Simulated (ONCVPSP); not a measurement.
# Co: generating and testing an ONCV potential

Task: generate the file, and judge it by its errors in other configurations, its logarithmic derivatives, its ghosts and its cutoff.

The numbers are computed with ONCVPSP 4.0.1.1 (patched build) (LDA (Perdew-Wang 92), scalar-relativistic, spin-unpolarised reference atom).

## Step 1: The design

Typed settings, in words:

```
element                 : cobalt (Co, Z = 27)
type                    : optimised norm-conserving Vanderbilt (ONCV)
frozen core             : [Ne]
valence charge          : 17
reference configuration : 3s2 3p6 3d7 4s2
partial waves           : 3s+4s: rc 1.30 bohr, ncon 3, nbas 8, qcut 9.6 1/bohr, 2 projectors; 3p: rc 0.80 bohr, ncon 4, nbas 8, qcut 8.5 1/bohr, 2 projectors, debl 0.9 Ha; 3d: rc 1.45 bohr, ncon 4, nbas 9, qcut 10.2 1/bohr, 2 projectors, debl 1 Ha; f scattering state at 0.16 Ha: rc 1.25 bohr, ncon 4, nbas 9, qcut 9 1/bohr, 2 projectors, debl 3.9 Ha
local potential         : polynomial inside 0.50 bohr (lpopt 4, dvloc0 -1 Ha)
core correction         : Teter function, fcfact 6, rcfact 1.4
```

The nodes and maxima of the atom's own shells, from an earlier all-electron run, set the scale for the radii.

All-electron outer shells of the reference configuration (LDA (PZ), scalar-relativistic, ld1.x):

```tsv
shell	level (eV)	outermost node (bohr)	outermost maximum (bohr)
2p	-769.46	–	0.17
3s	-101.87	0.31	0.67
3p	-65.51	0.28	0.68
3d	-8.46	–	0.66
4s	-5.68	0.96	2.29
4p	-1.39	1.05	3.21
```

## Step 2: Generating the potential

Co.dat reads:

```
# ATOM AND REFERENCE CONFIGURATION
# atsym  z   nc   nv     iexc    psfile
  Co 27.00    3    4  -001012      upf
#
#   n    l    f
    1    0    2.00
    2    0    2.00
    2    1    6.00
    3    0    2.00
    3    1    6.00
    3    2    7.00
    4    0    2.00
#
# PSEUDOPOTENTIAL AND OPTIMIZATION
# lmax
    3
#
#   l,   rc,      ep,       ncon, nbas, qcut
    0    1.30    0.00    3    8    9.60
    1    0.80    0.00    4    8    8.50
    2    1.45    0.00    4    9   10.20
    3    1.25    0.16    4    9    9.00
#
# LOCAL POTENTIAL
# lloc, lpopt,  rc(5),   dvloc0
    4    4    0.50   -1.00
#
# VANDERBILT-KLEINMAN-BYLANDER PROJECTORs
# l, nproj, debl
    0    2    3.40
    1    2    0.90
    2    2    1.00
    3    2    3.90
#
# MODEL CORE CHARGE
# icmod, fcfact, rcfact
    3    6.00    1.40
#
# LOG DERIVATIVE ANALYSIS
# epsh1, epsh2, depsh
   -5.00    5.00    0.04
#
# OUTPUT GRID
# rlmax, drl
    6.00    0.01
#
# TEST CONFIGURATIONS
# ncnf
    4
# nvcnf
#   n    l    f
    4
    3    0    2.00
    3    1    6.00
    3    2    7.00
    4    0    1.00
#
    4
    3    0    2.00
    3    1    6.00
    3    2    7.00
    4    0    0.00
#
    4
    3    0    2.00
    3    1    6.00
    3    2    6.00
    4    0    0.00
#
    4
    3    0    2.00
    3    1    6.00
    3    2    7.00
    4    0    1.50
#
```

On the command line:

```console
$ oncvpsp.x < Co.dat > Co.out
```

**Question.** What will these runs give? Wanted: cutoffs for 1 and 0.1 mHa per electron, occupied waves; bound ghosts; GHOST(+) flags; largest test error; largest phase difference near zero energy, channels read; rms error of d²Exc/dn², without and with the model core; projector energies reset by the program.

As calculated:

| quantity | value |
| --- | --- |
| cutoffs for 1 and 0.1 mHa per electron, occupied waves | 58 Ha and 286 Ha |
| bound ghosts | none found |
| GHOST(+) flags | s at 247 eV, f at 188 eV |
| largest test error (AE − PS) | +18 meV, for 3s2 3p6 3d6 4s0 |
| largest phase difference near zero energy, channels read | 0.000 rad |
| rms error of d²Exc/dn², without and with the model core | 2.98 and 1.23 mHa |
| projector energies reset by the program | p: -2.408, 0.250 Ha |

In words: By total energies transferability is good: the largest error is 18 meV on 62.6 eV, for 3s2 3p6 3d6 4s0. It counts as hard, with 58 Ha needed at the looser tolerance. The tighter tolerance needs 286 Ha, and converged work needs a cutoff nearer that. At the looser tolerance the 3p wave is the slowest; 3d needs 44 Ha. The program's ghost test flags no bound state. Near zero energy the phases of the channels with partial waves agree within 0.001 rad. The program also flags highly localised states, GHOST(+) (s, f). These are tests on the free atom; a crystal test is still owed.
